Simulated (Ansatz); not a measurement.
# TiAu2 (P-3m1) in Ansatz: convergence with n extra bands

Aim: find how far n extra bands must go before the results for TiAu2 settle, at r2SCAN. This setting moves, with any that are tied to it; all else stays.

Everything below comes from runs of Ansatz 0.2.0. Logs are shortened: lines on timing, memory, paths and dates and some standing lists are left out, and cuts for length are marked.

**1. The crystal as given**

Symmetry: P-3m1, No. 164, trigonal system. The conventional cell has a = 3.141 Å, b = 3.141 Å, c = 6.717 Å, α = 90.00°, β = 90.00°, γ = 120.00°. Around Ti (site symmetry -3m) lie 6 Au at 2.71 Å. Au (site symmetry 3m) has 3 Ti at 2.71 Å as nearest neighbours.

The cell was built by a generator and needn't be a form met in nature.

**2. With n extra bands 1**

input.yaml

```yaml
crystal:
  lattice:
    - [3.14135657, 0.0, 0.0]
    - [-1.57067829, 2.72049459, 0.0]
    - [0.0, 0.0, 6.7167898]
  atoms:
    - { symbol: Ti, position: [0.0, 0.0, 0.0] }
    - { symbol: Au, position: [0.33333333, 0.66666667, 0.29933477] }
    - { symbol: Au, position: [0.66666667, 0.33333333, 0.70066523] }
hamiltonian:
  xc: r2scan
  pseudopotentials: { kind: paw }
kpoints:
  mp_grid: { grid: [8, 8, 4] }
scf:
  occupations: { method: gaussian, width: 0.1 }
  n_extra_bands: 1
output:
  forces: true
  stress: true
  eigenvalues: true
```

Potentials or basis: Ansatz PAW.

Launch:

```
$ ansatz run input.yaml --threads 2 --pin off --max-ram 5632MiB --backend cpu --events-out ev --progress --plain --runs-dir out
```

Wall time 4.3 s (2 threads of Arm Neoverse V1, shared host); peak memory 0.48 GiB.

Results:

* Free energy: -28831.8300 eV
* Pressure: -5.0 GPa
* Largest force: 0.405 eV/Å
* Band gap on the k mesh: none (metal or under the smearing width)

**3. With n extra bands 2**

Edit input.yaml of step 2 so:

```diff
@@ -16,3 +16,3 @@
   occupations: { method: gaussian, width: 0.1 }
-  n_extra_bands: 1
+  n_extra_bands: 2
 output:
```

Potentials or basis: Ansatz PAW.

Launch:

```
$ ansatz run input.yaml --threads 2 --pin off --max-ram 5632MiB --backend cpu --events-out ev --progress --plain --runs-dir out
```

It took 3.9 s on 2 threads of Arm Neoverse V1, shared host; peak memory 0.48 GiB.

Results:

```
Free energy            : -28831.8300 eV
Pressure               : -5.0 GPa
Largest force          : 0.405 eV/Å
Band gap on the k mesh : none (metal or under the smearing width)
```

**4. With n extra bands 4**

Edit input.yaml of step 3 so:

```diff
@@ -16,3 +16,3 @@
   occupations: { method: gaussian, width: 0.1 }
-  n_extra_bands: 2
+  n_extra_bands: 4
 output:
```

Launch:

```
$ ansatz run input.yaml --threads 2 --pin off --max-ram 5632MiB --backend cpu --events-out ev --progress --plain --runs-dir out
```

Wall time 4 s (2 threads of Arm Neoverse V1, shared host); peak memory 0.48 GiB.

Results:

```
Free energy            : -28831.8300 eV
Pressure               : -5.0 GPa
Largest force          : 0.405 eV/Å
Band gap on the k mesh : none (metal or under the smearing width)
```

**5. With n extra bands 8**

Edit input.yaml of step 4 so:

```diff
@@ -16,3 +16,3 @@
   occupations: { method: gaussian, width: 0.1 }
-  n_extra_bands: 4
+  n_extra_bands: 8
 output:
```

Launch:

```
$ ansatz run input.yaml --threads 2 --pin off --max-ram 5632MiB --backend cpu --events-out ev --progress --plain --runs-dir out
```

Run time: 4.3 s. Hardware: 2 threads of Arm Neoverse V1, shared host; peak memory 0.49 GiB.

Results (log left out):

- Free energy: -28831.8300 eV
- Pressure: -5.0 GPa
- Largest force: 0.405 eV/Å
- Band gap on the k mesh: none (metal or under the smearing width)

**6. With n extra bands 16**

Edit input.yaml of step 5 so:

```diff
@@ -16,3 +16,3 @@
   occupations: { method: gaussian, width: 0.1 }
-  n_extra_bands: 8
+  n_extra_bands: 16
 output:
```

Potentials or basis: Ansatz PAW.

Launch:

```
$ ansatz run input.yaml --threads 2 --pin off --max-ram 5632MiB --backend cpu --events-out ev --progress --plain --runs-dir out
```

It took 5 s on 2 threads of Arm Neoverse V1, shared host; peak memory 0.49 GiB.

It converged, with:

| Quantity | Value |
| --- | --- |
| Free energy | -28831.8300 eV |
| Pressure | -5.0 GPa |
| Largest force | 0.405 eV/Å |
| Band gap on the k mesh | none (metal or under the smearing width) |

**7. With n extra bands 32**

Edit input.yaml of step 6 so:

```diff
@@ -16,3 +16,3 @@
   occupations: { method: gaussian, width: 0.1 }
-  n_extra_bands: 16
+  n_extra_bands: 32
 output:
```

Potentials or basis: Ansatz PAW.

Launch:

```
$ ansatz run input.yaml --threads 2 --pin off --max-ram 5632MiB --backend cpu --events-out ev --progress --plain --runs-dir out
```

Output:

```text
Warning: RAYON_NUM_THREADS=2 ignored (pool sized by the plan → 2); use --threads N
scf.n_extra_bands = 32 over 25 filled bands (N_el = 50.0): the run solves 57 bands
Engine: ansatz 0.2.0, aarch64-unknown-linux-gnu
Pseudopotentials: kind: paw
Pseudopotential: Ti, paw, valence charge 12, recommended cutoff 500 eV (meta_gga), Ti.paw.azcp
Pseudopotential: Au, paw, valence charge 19, recommended cutoff 500 eV (meta_gga), Au.paw.azcp
Functional definition: r2SCAN
  parameter k0 = 0.174
  parameter k1 = 0.065
  parameter a1 = 4.9479
  exchange = r2scan_x(k0 = k0, k1 = k1, a1 = a1)
  correlation = r2scan_c
Crystal: 3 atoms, lattice volume = 57.402 Å³
Basis set: ecut = 500 eV, 1441 PW (Γ), exchange–correlation on 96×96×200 points (64 copies of the dense FFT grid, shifted against one another)
Bands: 57, of which v1, the nominal top of the filled ones, is band 25 counted from 1 (24 counted from 0)
Symmetry: 12 space group operations
Space group: P-3m1 (ITA 164), of the structure as read, at distance tolerance 3.9e-5 Å
k-points: 35 of 256
Non-local potential: Ti, projectors of the file, l = 0: 3, l = 1: 2, l = 2: 3, l = 3: 1
Non-local potential: Au, projectors of the file, l = 0: 3, l = 1: 2, l = 2: 2, l = 3: 1
PAW form: soft (Blöchl's): semilocal exchange-correlation on the pseudo side does not see the compensation charge
PAW frozen core: Ti, regenerated for the run's functional (the file was generated under x = pbe(κ = 0.804, μ = 0.2195149727645171), c = pbe(β = 0.06672455060314922))
PAW frozen core: Au, regenerated for the run's functional (the file was generated under x = pbe(κ = 0.804, μ = 0.2195149727645171), c = pbe(β = 0.06672455060314922))
PAW one-centre angular grid: Ti, 590 points (default); XC on 160 Gauss nodes
PAW one-centre angular grid: Au, 590 points (default); XC on 160 Gauss nodes
Initial density: superposition of atomic densities (neutral atoms: chi_scale 0, normalization atom), corrected by the library's trained network
Initial wavefunctions: pseudopotential atomic-orbital guess
Functional: x = r2scan, c = r2scan; τ floored in thin density (d = 2e-4 eV/Å³)
SCF iter   1: F=—  HF=-28831.924140 eV  |F-HF|=—  |Δ(HF+E_count)|=         —  Δρ=3.10e-2  dr2=1.20e0  dr2_τ=6.23e-2  ethr=1.77e-3  ⟨swp⟩=5.2  Hψ=7995  notcnv=0  defer=654
preconditioner: auto → Kerker (q_TF=auto, 2.666 Å⁻¹)  [metal: Δε(μ)=0.071 eV  Ē_g=22.180 eV  σ=0.100 eV  W_gap=0.36  n_scr=22 (ndim 8)  ℏωp=25.0 eV  f_vac=0.000  D(μ)=1.42/eV (n_scr^D=4)]
SCF iter   2: F=—  HF=-28831.817973 eV  |F-HF|=—  |Δ(HF+E_count)|=   1.06e-1  Δρ=8.43e-3  dr2=2.46e-2  dr2_τ=2.54e-2  ethr=1.77e-3  ⟨swp⟩=2.0  Hψ=2512  notcnv=0  defer=903
SCF iter   3: F=—  HF=-28831.826868 eV  |F-HF|=—  |Δ(HF+E_count)|=   8.89e-3  Δρ=4.59e-3  dr2=1.29e-2  dr2_τ=7.13e-4  ethr=4.93e-5  ⟨swp⟩=2.0  Hψ=1866  notcnv=0  defer=904
SCF iter   4: F=—  HF=-28831.829829 eV  |F-HF|=—  |Δ(HF+E_count)|=   2.96e-3  Δρ=2.25e-3  dr2=3.09e-3  dr2_τ=1.18e-4  ethr=2.58e-5  ⟨swp⟩=1.7  Hψ=1125  notcnv=0  defer=904
SCF iter   5: F=—  HF=-28831.829941 eV  |F-HF|=—  |Δ(HF+E_count)|=   1.12e-4  Δρ=5.33e-4  dr2=3.24e-4  dr2_τ=3.94e-6  ethr=6.18e-6  ⟨swp⟩=2.0  Hψ=1799  notcnv=0  defer=904
SCF iter   6: F=—  HF=-28831.829997 eV  |F-HF|=—  |Δ(HF+E_count)|=   5.61e-5  Δρ=1.48e-4  dr2=3.45e-5  dr2_τ=5.02e-7  ethr=6.48e-7  ⟨swp⟩=2.9  Hψ=1891  notcnv=0  defer=904
SCF iter   7: F=—  HF=-28831.829996 eV  |F-HF|=—  |Δ(HF+E_count)|=   9.96e-7  Δρ=3.74e-5  dr2=1.21e-6  dr2_τ=5.32e-8  ethr=6.90e-8  ⟨swp⟩=2.0  Hψ=1504  notcnv=0  defer=904
SCF iter   8: F=—  HF=-28831.829997 eV  |F-HF|=—  |Δ(HF+E_count)|=   6.78e-7  Δρ=1.08e-5  dr2=2.00e-7  dr2_τ=6.13e-9  ethr=2.43e-9  ⟨swp⟩=2.0  Hψ=1549  notcnv=0  defer=904
SCF iter   9: F=-28831.829997 eV  HF=-28831.829997 eV  |F-HF|=5.16e-8  |Δ(HF+E_count)|=   3.97e-8  Δρ=6.59e-6  dr2=6.15e-8  dr2_τ=1.88e-9  ethr=2.00e-10  ⟨swp⟩=13.9  Hψ=13044  notcnv=0
SCF 1 converged in 9 iterations: F = -28831.829997 eV  dr2 = 6.15e-8
SCF converged after 9 iterations
Free energy (F): -28831.829997 eV
Harris-Foulkes:  -28831.829997 eV  (|F-HF|=5.16e-8)
Internal energy: -28831.820445 eV  (E = F + TS)
E sigma→0 (E₀):  -28831.825221 eV
Entropy (-TS):   -0.009552 eV (-3.184 meV/atom)
Fermi energy:    16.013515 eV
--- Per-component energies (eV) ---
  E_band       = -778.569586
  E_kinetic    = 1480.112288
  E_local      = -4879.327778  (includes V_loc(G=0)·N_el)
  E_nonlocal   = 154.745137
  E_hartree    = 2044.775578
  E_xc         = -528.978274
  E_vxc        = -746.972601  (∫ρ·V_xc dr)
  E_paw        = -20516.987719  (= ΣΔE_a)
  E_vpaw       = -928.376489  (= ΣTr[D̂ρ^β])
  E_aug_tail   = 0.001552  (compensation charges beyond the density's cutoff)
  E_vtau       = 51.700690  (kinetic-family band-sum trace: ∫τ·v_τ [+ j·A + Jᵃ·Aᵃ] dr)
  E_ewald      = -6585.555124
  E_core_change = -0.606105  (= ΣΔE_core)
  E_smearing   = -0.009552  (= −TS)
  E_closure    = 0.000000  (closes the sum)
  Σ components = -28831.829997   (vs F -28831.829997, Δ=0.00e0)
--- Forces (eV/Å), atoms counted from 1 ---
  atom   1  Ti    -0.00000000    -0.00000000     0.00000000
  atom   2  Au    -0.00000000     0.00000000     0.40532162
  atom   3  Au     0.00000000    -0.00000000    -0.40532162
  max |Σ_I F_I| component: 5.55e-17 eV/Å
--- Stress (GPa, compression-positive) ---
       -4.056088      -0.000000      -0.000000
        0.000000      -4.056088       0.000000
       -0.000000       0.000000      -6.763060
  P = ⅓ Tr σ = -4.9584 GPa (-49.584 kbar)
--- Band table (eV; the first three rows and the last of 35) ---
  k-point 0: bands = ["-91.9441", "-91.9432", "-44.0063", "-42.8507", "-42.8377", "-42.7190", "-42.7190", "-42.7152", "-42.7152", "-19.2982", "-18.9747", "-18.9747", "7.4369", "9.2206", "10.1845", "11.1119", "11.1119", "11.2853", "11.2853", "11.7574", "11.7574", "12.3026", "12.3026", "12.5687", "13.0174", "16.5543", "16.7928", "16.7928", "17.7887", "17.7887", "24.3040", "28.3309", "29.8487", "30.6516", "30.8772", "32.0385", "32.0385", "32.5507", "32.5507", "34.2832", "34.2832", "36.9766", "36.9766", "37.4244", "37.4319", "37.4319", "38.6811", "38.9474", "39.3448", "40.2683", "40.2683", "43.5056", "43.5056", "43.5946", "44.2268", "44.2268", "47.2296"]
  k-point 1: bands = ["-91.9441", "-91.9432", "-44.0062", "-42.8592", "-42.8294", "-42.7190", "-42.7190", "-42.7152", "-42.7152", "-19.2982", "-18.9747", "-18.9747", "7.6895", "9.0212", "10.1191", "11.1490", "11.1490", "11.2798", "11.2798", "11.3488", "11.8107", "11.8107", "12.1886", "12.1886", "14.7147", "16.6094", "16.8072", "16.8072", "17.8282", "17.8282", "22.6585", "29.1864", "30.0947", "31.0246", "31.4649", "31.4649", "31.6074", "32.8113", "32.8113", "34.5591", "34.5591", "36.1224", "37.1080", "37.1080", "37.6137", "37.7857", "37.7857", "39.0780", "40.1492", "40.1492", "40.1507", "42.9351", "42.9351", "43.8296", "43.8296", "44.7830", "46.2386"]
  k-point 2: bands = ["-91.9440", "-91.9432", "-44.0060", "-42.8644", "-42.8243", "-42.7190", "-42.7190", "-42.7152", "-42.7152", "-19.2982", "-18.9747", "-18.9747", "8.2890", "8.4341", "10.0004", "10.9546", "11.1680", "11.1680", "11.3043", "11.3043", "11.9151", "11.9151", "12.0126", "12.0126", "15.6775", "16.8190", "16.8190", "16.8957", "17.8698", "17.8698", "21.1870", "28.9920", "31.1035", "31.1035", "31.3118", "31.5961", "32.0440", "32.9058", "32.9058", "34.7931", "34.7931", "34.9870", "37.0412", "37.0412", "37.2012", "38.6221", "38.6221", "38.7614", "39.7760", "39.7760", "40.3076", "42.3837", "42.3837", "43.4739", "43.4739", "45.2187", "46.1930"]
  k-point 34: bands = ["-91.9412", "-91.9411", "-43.9632", "-42.8451", "-42.8420", "-42.7713", "-42.7649", "-42.7548", "-42.7483", "-19.2600", "-19.1784", "-19.1115", "10.3166", "10.3799", "10.7013", "10.7830", "10.8615", "11.0863", "11.5310", "11.6396", "11.8491", "12.0848", "14.7695", "15.1949", "15.8258", "16.2962", "17.2952", "18.5885", "18.9824", "19.2260", "20.1636", "21.2472", "22.1077", "25.0939", "25.7192", "27.4677", "27.6580", "29.2624", "29.2642", "36.1998", "36.3560", "36.9497", "37.7692", "38.7180", "39.0834", "39.8083", "40.9185", "41.2950", "42.7113", "43.0165", "43.4715", "44.9520", "45.2590", "46.1586", "47.0011", "47.9687", "48.2232"]
```

Wall time 6 s (2 threads of Arm Neoverse V1, shared host); peak memory 0.51 GiB.

Results:

```yaml
Free_energy: -28831.8300 eV
Pressure: -5.0 GPa
Largest_force: 0.405 eV/Å
Band_gap_on_the_k_mesh: none (metal or under the smearing width)
```

**8. Summary**

```
n extra bands  energy less the tightest run, at zero smearing (meV/atom)  SCF cycles  CPU time (s)  peak memory (GiB)
            1                                                       0.00           9           8.3               0.48
            2                                                       0.00           9           7.6               0.48
            4                                                       0.00           9           7.8               0.48
            8                                                       0.00           9           8.4               0.49
           16                                                       0.00           9           9.7               0.49
           32                                                       0.00           9            12               0.51
```

Against the tightest run, the energy stays within 1 meV/atom from 1 on. The tightest run that finished is the yardstick and may itself not be fully converged.

Caveats: the PAW data sets come from PBE, with cores solved anew for the run's functional, which leaves a small shift of forces and pressure.
